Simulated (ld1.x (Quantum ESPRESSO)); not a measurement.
# Hf: generating and testing a PAW potential

Aim: build the potential from the settings below, then test how well it stands in for the atom: other configurations, scattering, ghost states and the plane-wave cutoff that it needs.

The numbers are computed with ld1.x (Quantum ESPRESSO) 7.5 (PBE, scalar-relativistic, spin-unpolarised reference atom).

## Step 1: The design

Typed settings, in words:

* element: hafnium (Hf, Z = 72)
* type: PAW
* frozen core: [Kr] 4d10
* valence charge: 26
* reference configuration: 4f14 5s2 5p6 5d2 6s2 6p0
* partial waves: 5s (bound): rcut 1.60, rcutus 2.25 bohr; 6s (bound): rcut 1.60, rcutus 2.25 bohr; 5p (bound): rcut 2.40, rcutus 2.60 bohr; 6p (bound, empty): rcut 2.40, rcutus 2.60 bohr; 5d (bound): rcut 2.20, rcutus 2.45 bohr; 5d channel at 2.2 Ry: rcut 2.20, rcutus 2.45 bohr; 4f (bound): rcut 0.70, rcutus 0.90 bohr; 4f channel at 0.05 Ry: rcut 0.70, rcutus 0.90 bohr
* local potential: all-electron potential smoothed inside 1.50 bohr (lloc = -2)
* core correction: Bessel-smoothed model core inside 0.55 bohr
* augmentation charge: PSQ, inside the norm-conserving radii

An earlier all-electron run gives the scale for the radii.

All-electron outer shells of the reference configuration (PBE, scalar-relativistic, ld1.x):

```json
{"shell": "4p", "level (eV)": "-379.08", "outermost node (bohr)": "0.25", "outermost maximum (bohr)": "0.46"}
{"shell": "4d", "level (eV)": "-206.67", "outermost node (bohr)": "0.23", "outermost maximum (bohr)": "0.47"}
{"shell": "5s", "level (eV)": "-67.02", "outermost node (bohr)": "0.55", "outermost maximum (bohr)": "1.01"}
{"shell": "5p", "level (eV)": "-35.57", "outermost node (bohr)": "0.60", "outermost maximum (bohr)": "1.16"}
{"shell": "4f", "level (eV)": "-16.83", "outermost node (bohr)": "–", "outermost maximum (bohr)": "0.45"}
{"shell": "6s", "level (eV)": "-5.11", "outermost node (bohr)": "1.37", "outermost maximum (bohr)": "2.89"}
{"shell": "5d", "level (eV)": "-2.69", "outermost node (bohr)": "0.67", "outermost maximum (bohr)": "1.69"}
{"shell": "6p", "level (eV)": "-1.40", "outermost node (bohr)": "1.66", "outermost maximum (bohr)": "4.05"}
```

## Step 2: The generation run

Contents of Hf.in:

```
 &input
   title='Hf', zed=72., rel=1, dft='PBE', iswitch=3,
   config='[Xe] 4f14 5d2 6s2 6p0',
   nld=4, rlderiv=2.85, eminld=-7.0, emaxld=5.0, deld=0.02
 /
 &inputp
   pseudotype=3, lpaw=.true., tm=.true., lloc=-2, rcloc=1.50,
   nlcc=.true., new_core_ps=.true., rcore=0.55,
   which_augfun='PSQ', rmatch_augfun_nc=.true.,
   file_pseudopw='Hf.UPF', file_wfcaegen='ae.wfc', file_wfcncgen='nc.wfc', file_beta='beta', file_chi='chi', file_wfcusgen='us.wfc'
 /
8
5S  1  0   2.00   0.00  1.60  2.25  0.0
6S  2  0   2.00   0.00  1.60  2.25  0.0
5P  2  1   6.00   0.00  2.40  2.60  0.0
6P  3  1   0.00   0.00  2.40  2.60  0.0
5D  3  2   2.00   0.00  2.20  2.45  0.0
5D  3  2   0.00   2.20  2.20  2.45  0.0
4F  4  3  14.00   0.00  0.70  0.90  0.0
4F  4  3   0.00   0.05  0.70  0.90  0.0
 &test
   configts(1)='4f14 5s2 5p6 5d2 6s2 6p0'
 /
```

On the command line:

```console
ld1.x < Hf.in > Hf.out
```

The output, Hf.out (without the banner and most projector matrices):

```text
     Program LD1 v.7.5
     --------------------------- All-electron run ----------------------------

     Hf
     scalar relativistic calculation

     atomic number is 72.00
     dft =PBE   lsd =0 sic =0 latt =0  beta=0.20 tr2=1.0E-14
     Exchange-correlation= PBE
                           (   1   4   3   4   0   0   0)
     mesh =1271 r(mesh) =  99.31870 a.u. xmin = -7.00 dx = 0.01250
     1 Ry =  13.60569312 eV, c = 137.03599908

     n l     nl                  e(Ry)          e(Ha)          e(eV)
     1 0     1S 1( 2.00)     -4798.6110     -2399.3055    -65288.4286
     2 0     2S 1( 2.00)      -820.6457      -410.3228    -11165.4529
     2 1     2P 1( 6.00)      -720.5158      -360.2579     -9803.1172
     3 0     3S 1( 2.00)      -186.9869       -93.4935     -2544.0869
     3 1     3P 1( 6.00)      -157.0786       -78.5393     -2137.1631
     4 0     4S 1( 2.00)       -37.6716       -18.8358      -512.5485
     4 1     4P 1( 6.00)       -27.8617       -13.9309      -379.0778
     3 2     3D 1(10.00)      -121.7032       -60.8516     -1655.8558
     5 0     5S 1( 2.00)        -4.9256        -2.4628       -67.0155
     5 1     5P 1( 6.00)        -2.6146        -1.3073       -35.5735
     4 2     4D 1(10.00)       -15.1900        -7.5950      -206.6705
     4 3     4F 1(14.00)        -1.2373        -0.6187       -16.8347
     5 2     5D 1( 2.00)        -0.1976        -0.0988        -2.6887
     6 0     6S 1( 2.00)        -0.3754        -0.1877        -5.1082
     6 1     6P 1( 0.00)        -0.1026        -0.0513        -1.3962

     final scf error:  9.5E-15 reached in  28 iterations

     Etot =  -30156.442974 Ry,  -15078.221487 Ha, -410299.308785 eV

     Ekin =   33046.727666 Ry,   16523.363833 Ha,  449623.635342 eV
     Encl =  -74400.522534 Ry,  -37200.261267 Ha,-1012270.677782 eV
     Eh   =   11812.508265 Ry,    5906.254132 Ha,  160717.362466 eV
     Exc  =    -615.156371 Ry,    -307.578186 Ha,   -8369.628810 eV

     normalization and overlap integrals

     s(1S/1S) =  1.000000  <r> =   0.0190  <r2> =    0.0005  r(max) =   0.0120
     s(2S/2S) =  1.000000  <r> =   0.0804  <r2> =    0.0076  r(max) =   0.0679
     s(2P/2P) =  1.000000  <r> =   0.0717  <r2> =    0.0063  r(max) =   0.0556
     s(3S/3S) =  1.000000  <r> =   0.2086  <r2> =    0.0498  r(max) =   0.1917
     s(3P/3P) =  1.000000  <r> =   0.2085  <r2> =    0.0504  r(max) =   0.1893
     s(4S/4S) =  1.000000  <r> =   0.4682  <r2> =    0.2475  r(max) =   0.4375
     s(4P/4P) =  1.000000  <r> =   0.4976  <r2> =    0.2818  r(max) =   0.4599
     s(3D/3D) =  1.000000  <r> =   0.1890  <r2> =    0.0419  r(max) =   0.1550
     s(5S/5S) =  1.000000  <r> =   1.1348  <r2> =    1.4495  r(max) =   1.0109
     s(5P/5P) =  1.000000  <r> =   1.3423  <r2> =    2.0507  r(max) =   1.1599
     s(4D/4D) =  1.000000  <r> =   0.5352  <r2> =    0.3323  r(max) =   0.4716
     s(4F/4F) =  1.000000  <r> =   0.6773  <r2> =    0.5953  r(max) =   0.4542
     s(5D/5D) =  1.000000  <r> =   2.5139  <r2> =    7.9530  r(max) =   1.6876
     s(6S/6S) =  1.000000  <r> =   3.4500  <r2> =   13.5887  r(max) =   2.8888
     s(6P/6P) =  1.000000  <r> =   5.1293  <r2> =   30.7367  r(max) =   4.0484

     ------------------------ End of All-electron run ------------------------

     --------------------- Generating PAW atomic setup --------------------

      Generating local potential from pseudized AE potential:
      Matching radius rcloc =   1.5000
      Enforcing V''(0)=0 (lloc=-2)

      Local pseudo, rcloc= 1.489 Estimated cut-off energy=    14.30 Ry

      Computing core charge for nlcc:

       r > 0.55 : true rho core
      Core charge pseudized with two Bessel functions
      Integrated core pseudo-charge :  25.70
      Wfc-us  5S rcutus= 2.278  Estimated cut-off energy=    11.22 Ry
      Wfc-us  6S rcutus= 2.278  Estimated cut-off energy=    22.86 Ry
      Wfc-us  5P rcutus= 2.581  Estimated cut-off energy=    13.23 Ry
      Wfc-us  6P rcutus= 2.581  Estimated cut-off energy=    24.84 Ry
      Wfc-us  5D rcutus= 2.456  Estimated cut-off energy=    18.91 Ry
      Wfc-us  5D rcutus= 2.456  Estimated cut-off energy=    35.00 Ry
      Wfc-us  4F rcutus= 0.903  Estimated cut-off energy=   193.80 Ry
      Wfc-us  4F rcutus= 0.903  Estimated cut-off energy=   205.10 Ry

     Required augmentation: PSQ   radius:    2.600000

     Q pseudized with Bessel functions
     Expected ecutrho=    1148.6574 due to l1=  3   l2=  3

     Estimated PAW energy =-1152.162542 Ryd

     The PAW screened D coefficients
     0.61398     3.57737     0.00000     0.00000     0.00000     0.00000
     0.00000     0.00000
     3.57737     2.95418     0.00000     0.00000     0.00000     0.00000
     0.00000     0.00000
     0.00000     0.00000    -1.28893     0.93093     0.00000     0.00000
     0.00000     0.00000
     0.00000     0.00000     0.93093     0.66855     0.00000     0.00000
     0.00000     0.00000
     0.00000     0.00000     0.00000     0.00000    -0.00871     0.29272
     0.00000     0.00000
     0.00000     0.00000     0.00000     0.00000     0.29272    -0.42047
     0.00000     0.00000
     0.00000     0.00000     0.00000     0.00000     0.00000     0.00000
   -12.86400    -6.91736
     0.00000     0.00000     0.00000     0.00000     0.00000     0.00000
    -6.91736    -3.74313

     The PAW descreened D coefficients (US)
     1.33379    -0.02869     0.00000     0.00000     0.00000     0.00000
     0.00000     0.00000
    -0.02869    -2.15691     0.00000     0.00000     0.00000     0.00000
     0.00000     0.00000
     0.00000     0.00000     2.26529    -1.13310     0.00000     0.00000
     0.00000     0.00000
     0.00000     0.00000    -1.13310    -3.45266     0.00000     0.00000
     0.00000     0.00000
     0.00000     0.00000     0.00000     0.00000     1.20698     0.79778
     0.00000     0.00000
     0.00000     0.00000     0.00000     0.00000     0.79778    -6.36573
     0.00000     0.00000
     0.00000     0.00000     0.00000     0.00000     0.00000     0.00000
    -8.29359    -4.16204
     0.00000     0.00000     0.00000     0.00000     0.00000     0.00000
    -4.16204    -2.10077

     ------------------- End of pseudopotential generation -------------------

     [... the all-electron block is printed once more ...]


     Computing logarithmic derivative in   2.83517
     Computing logarithmic derivative in   2.83517
     Computing the partial wave expansion
     R is outside the sphere for l=    0 j= 0.00
     R is outside the sphere for l=    0 j= 0.00
     R is outside the sphere for l=    1 j= 0.00
     R is outside the sphere for l=    1 j= 0.00
     R is outside the sphere for l=    2 j= 0.00
     R is outside the sphere for l=    2 j= 0.00
     R is outside the sphere for l=    3 j= 0.00
     R is outside the sphere for l=    3 j= 0.00

     ---------------------- Testing the pseudopotential ----------------------

     Hf
     scalar relativistic calculation

     atomic number is 72.00   valence charge is 26.00
     dft = SLA  PW   PBX  PBC   lsd =0 sic =0 latt =0  beta=0.20 tr2=1.0E-14
     mesh =1271 r(mesh) =  99.31870 xmin = -7.00 dx = 0.01250

     n l     nl             e AE (Ry)        e PS (Ry)    De AE-PS (Ry)
     4 3     4F   1(14.00)       -1.23733       -1.23730       -0.00003
     1 0     5S   1( 2.00)       -4.92555       -4.92552       -0.00003
     2 1     5P   1( 6.00)       -2.61460       -2.61458       -0.00002
     3 2     5D   1( 2.00)       -0.19761       -0.19760       -0.00001
     2 0     6S   1( 2.00)       -0.37544       -0.37544       -0.00000
     3 1     6P   1( 0.00)       -0.10262       -0.10262       -0.00000

     eps = 8.6E-15  iter =  9

     Etot =  -30156.442974 Ry,  -15078.221487 Ha, -410299.308785 eV
     Etotps = -1152.162562 Ry,    -576.081281 Ha,  -15675.970246 eV

     Ekin =    1079.362457 Ry,     539.681229 Ha,   14685.474361 eV
     Encl =   -2198.177361 Ry,   -1099.088680 Ha,  -29907.726602 eV
     Ehrt =     581.808754 Ry,     290.904377 Ha,    7915.911358 eV
     Ecxc =    -615.156412 Ry,    -307.578206 Ha,   -8369.629364 eV
     (Ecc =    -111.115862 Ry,     -55.557931 Ha,   -1511.808316 eV)

     ---------------------- End of pseudopotential test ----------------------
```

Wall time 3 s (1 thread of Neoverse-V1, shared host). (Generation and the later configuration tests together.)

Partial waves on a coarse radial grid (AE all-electron, PS pseudo):

| r (bohr) | 5d AE | 5d PS |
| --- | --- | --- |
| 0.130 | 0.1737 | 0.0011 |
| 0.260 | -0.1002 | 0.0086 |
| 0.390 | -0.2689 | 0.0279 |
| 0.520 | -0.1987 | 0.0626 |
| 0.650 | -0.0240 | 0.1136 |
| 0.780 | 0.1623 | 0.1796 |
| 0.910 | 0.3223 | 0.2566 |
| 1.040 | 0.4463 | 0.3391 |
| 1.170 | 0.5356 | 0.4206 |
| 1.300 | 0.5956 | 0.4948 |
| 1.430 | 0.6322 | 0.5563 |
| 1.560 | 0.6509 | 0.6016 |
| 1.690 | 0.6563 | 0.6295 |
| 1.820 | 0.6521 | 0.6409 |
| 1.950 | 0.6411 | 0.6384 |
| 2.080 | 0.6255 | 0.6258 |
| 2.210 | 0.6068 | 0.6074 |
| 2.340 | 0.5861 | 0.5863 |
| 2.470 | 0.5644 | 0.5644 |
| 2.600 | 0.5422 | 0.5422 |
| 2.730 | 0.5197 | 0.5197 |
| 2.860 | 0.4974 | 0.4974 |
| 2.990 | 0.4752 | 0.4752 |
| 3.120 | 0.4535 | 0.4535 |
| 3.250 | 0.4322 | 0.4322 |
| 3.380 | 0.4114 | 0.4114 |

## Step 3: Testing the new file in other configurations

Contents of Hf.test.in:

```
 &input
   title='Hf', zed=72., rel=1, dft='PBE', iswitch=2,
   config='[Xe] 4f14 5d2 6s2 6p0'
 /
 &test
   file_pseudo='Hf.UPF', nconf=8,
   configts(1)='4f14 5s2 5p6 5d2 6s2 6p0',
   configts(2)='4f14 5s2 5p6 5d2 6s1 6p0',
   configts(3)='4f14 5s2 5p6 5d2 6s0 6p0',
   configts(4)='4f14 5s2 5p6 5d1 6s0 6p0',
   configts(5)='4f13 5s2 5p6 5d2 6s2 6p0',
   configts(6)='4f14 5s2 5p6 5d1 6s2 6p0',
   configts(7)='4f14 5s2 5p6 5d0 6s0 6p0',
   configts(8)='4f14 5s2 5p6 5d3 6s1 6p0'
 /
```

On the command line:

```console
ld1.x < Hf.test.in > Hf.test.out
```

Hf.test.out, the pseudopotential blocks:

```text
     ---------------------- Testing the pseudopotential ----------------------

     Hf
     scalar relativistic calculation

     atomic number is 72.00   valence charge is 26.00
     dft =SLA  PW   PBX  PBC   lsd =0 sic =0 latt =0  beta=0.20 tr2=1.0E-14
     mesh =1271 r(mesh) =  99.31870 xmin = -7.00 dx = 0.01250

     n l     nl             e AE (Ry)        e PS (Ry)    De AE-PS (Ry)
     4 3     4F   1(14.00)       -1.23733       -1.23730       -0.00003
     1 0     5S   1( 2.00)       -4.92555       -4.92552       -0.00003
     2 1     5P   1( 6.00)       -2.61460       -2.61458       -0.00002
     3 2     5D   1( 2.00)       -0.19761       -0.19760       -0.00001
     2 0     6S   1( 2.00)       -0.37544       -0.37544       -0.00000
     3 1     6P   1( 0.00)       -0.10262       -0.10262       -0.00000

     eps = 6.0E-15  iter =  6

     Etot =  -30156.442974 Ry,  -15078.221487 Ha, -410299.308785 eV
     Etotps = -1152.162545 Ry,    -576.081272 Ha,  -15675.970012 eV

     Ekin =    1079.362432 Ry,     539.681216 Ha,   14685.474012 eV
     Encl =   -2198.177308 Ry,   -1099.088654 Ha,  -29907.725880 eV
     Ehrt =     581.808741 Ry,     290.904371 Ha,    7915.911192 eV
     Ecxc =    -615.156410 Ry,    -307.578205 Ha,   -8369.629336 eV
     (Ecc =    -111.115862 Ry,     -55.557931 Ha,   -1511.808316 eV)

     ---------------------- End of pseudopotential test ----------------------

     ---------------------- Testing the pseudopotential ----------------------

     Hf
     [...]
     n l     nl             e AE (Ry)        e PS (Ry)    De AE-PS (Ry)
     4 3     4F   1(14.00)       -1.74661       -1.74784        0.00122
     1 0     5S   1( 2.00)       -5.43473       -5.43543        0.00070
     2 1     5P   1( 6.00)       -3.12470       -3.12529        0.00059
     3 2     5D   1( 2.00)       -0.67663       -0.67686        0.00022
     2 0     6S   1( 1.00)       -0.80664       -0.80674        0.00010
     3 1     6P   1( 0.00)       -0.46737       -0.46760        0.00023

     eps = 2.9E-16  iter = 17

     Etot =  -30155.856735 Ry,  -15077.928367 Ha, -410291.332597 eV
     Etotps = -1151.576069 Ry,    -575.788034 Ha,  -15667.990602 eV
     dEtot_ae =       0.586239 Ry
     dEtot_ps =       0.586476 Ry,   Delta E=      -0.000237 Ry

     [...]
     ---------------------- End of pseudopotential test ----------------------

     ---------------------- Testing the pseudopotential ----------------------

     Hf
     [...]
     n l     nl             e AE (Ry)        e PS (Ry)    De AE-PS (Ry)
     4 3     4F   1(14.00)       -2.34532       -2.34037       -0.00495
     1 0     5S   1( 2.00)       -6.03295       -6.03042       -0.00254
     2 1     5P   1( 6.00)       -3.72086       -3.71897       -0.00190
     3 2     5D   1( 2.00)       -1.22774       -1.22727       -0.00047
     2 0     6S   1( 0.00)       -1.28626       -1.28619       -0.00008
     3 1     6P   1( 0.00)       -0.88327       -0.88418        0.00091

     eps = 3.0E-15  iter = 13

     Etot =  -30154.814546 Ry,  -15077.407273 Ha, -410277.152887 eV
     Etotps = -1150.533437 Ry,    -575.266718 Ha,  -15653.804867 eV
     dEtot_ae =       1.628428 Ry
     dEtot_ps =       1.629108 Ry,   Delta E=      -0.000680 Ry

     [...]
     ---------------------- End of pseudopotential test ----------------------
```

5 tests gave no usable energy difference (4f14 5s2 5p6 5d1 6s0 6p0; 4f13 5s2 5p6 5d2 6s2 6p0; 4f14 5s2 5p6 5d1 6s2 6p0; 4f14 5s2 5p6 5d0 6s0 6p0; others); the test run stopped with "negative rho".

Energies count from the reference configuration 4f14 5s2 5p6 5d2 6s2 6p0; the error is all-electron less pseudo. The frozen-core shift comes from a second all-electron run, not shown, with the core orbitals held at their reference shape; it is that run's ΔE less the relaxed one.

```tsv
valence configuration	charge	ΔE all-electron (eV)	error AE − PS (meV)	frozen-core shift (meV)
4f14 5s2 5p6 5d2 6s1 6p0	+1	7.976	-3.2	+2.8
4f14 5s2 5p6 5d2 6s0 6p0	+2	22.156	-9.3	+7.2
```

## Step 4: Scattering by logarithmic derivatives

Taken from the files of the generation run. The phase is arctan(r·u′/u) with u = r·R, unwrapped, with energies in Ry. A pole is an energy at which the radial function vanishes at the test radius. The pseudo phase is shifted by a multiple of π to meet the all-electron one at the reference energy. Levels narrower than the energy grid can be missing from the poles. Left out: p, d, where the overlap operator is not positive , so their phases aren't trusted. The last column is the largest difference on the grid between −1 and +1 Ry.

| channel | radius (bohr) | reference (Ry) | poles AE | poles PS | window around the reference with phases within 0.05 rad (Ry) | largest difference near zero (rad) |
| --- | --- | --- | --- | --- | --- | --- |
| s | 2.83 | -0.38 | -4.91, 1.90 | -4.91, 1.92 | below 5.0 | 0.001 |
| f | 2.83 | -1.24 | -1.22, 3.53 | -1.22, 3.53 | the whole range | 0.000 |

Phases (rad) along the scan:

| E (Ry) | s AE | s PS | f AE | f PS |
| --- | --- | --- | --- | --- |
| -7.00 | 1.426 | 1.426 | 1.444 | 1.444 |
| -6.48 | 1.418 | 1.418 | 1.440 | 1.440 |
| -5.96 | 1.409 | 1.409 | 1.435 | 1.435 |
| -5.44 | 1.394 | 1.394 | 1.429 | 1.429 |
| -4.92 | -1.484 | -1.484 | 1.423 | 1.423 |
| -4.40 | -1.748 | -1.748 | 1.415 | 1.415 |
| -3.88 | -1.769 | -1.769 | 1.407 | 1.407 |
| -3.36 | -1.791 | -1.791 | 1.397 | 1.397 |
| -2.84 | -1.820 | -1.820 | 1.385 | 1.385 |
| -2.32 | -1.860 | -1.860 | 1.370 | 1.370 |
| -1.80 | -1.925 | -1.925 | 1.349 | 1.349 |
| -1.28 | -2.046 | -2.046 | 1.246 | 1.246 |
| -0.76 | -2.355 | -2.355 | -1.836 | -1.836 |
| -0.24 | -3.373 | -3.373 | -1.888 | -1.888 |
| 0.28 | -4.258 | -4.257 | -1.972 | -1.972 |
| 0.80 | -4.523 | -4.522 | -2.145 | -2.145 |
| 1.32 | -4.638 | -4.636 | -2.660 | -2.660 |
| 1.84 | -4.706 | -4.704 | -3.877 | -3.877 |
| 2.36 | -4.757 | -4.754 | -4.413 | -4.413 |
| 2.88 | -4.803 | -4.798 | -4.597 | -4.597 |
| 3.40 | -4.852 | -4.846 | -4.694 | -4.693 |
| 3.92 | -4.917 | -4.905 | -4.764 | -4.764 |
| 4.44 | -5.021 | -5.000 | -4.833 | -4.832 |
| 4.96 | -5.249 | -5.201 | -4.924 | -4.921 |

## Step 5: Plane-wave convergence, by spherical Bessel functions

A separate test, outside the generator: the pseudo-atom's Hamiltonian at the reference potential is diagonalised in spherical Bessel functions j_l(qr) that vanish at 20 bohr, with q² up to the cutoff.

No cutoffs are read. The overlap operator is not positive in p, d (lowest eigenvalue -0.447), so the test is not defined there. The ghost test is not conclusive.

## Step 6: Outcome

| quantity | value |
| --- | --- |
| cutoffs | not determined |
| bound ghosts | not determined |
| largest test error (AE − PS) | -9.3 meV, for 4f14 5s2 5p6 5d2 6s0 6p0 (5 tests unsolved) |
| largest phase difference near zero energy, channels read | 0.001 rad |
| lowest eigenvalue of the overlap (Bessel basis) | -0.447 (d) |
| density cutoff estimated by the generator | 1149 Ry |

What this shows: The overlap operator is not positive definite in p, d, so a plane-wave run would break down once the basis is large enough. The worst unpolarised test, 4f14 5s2 5p6 5d2 6s0 6p0, is off by 9.3 meV on 22.2 eV; by total energies transferability rates as good where solved. Freezing the core accounts for most of it. The test run broke off, so later configurations gave nothing; the verdict rests on few tests. No cutoffs are read. Ghosts could not be judged. Near zero energy the phases of the channels with partial waves that could be evaluated agree within 0.001 rad. These are tests on the free atom; a crystal test is still owed.
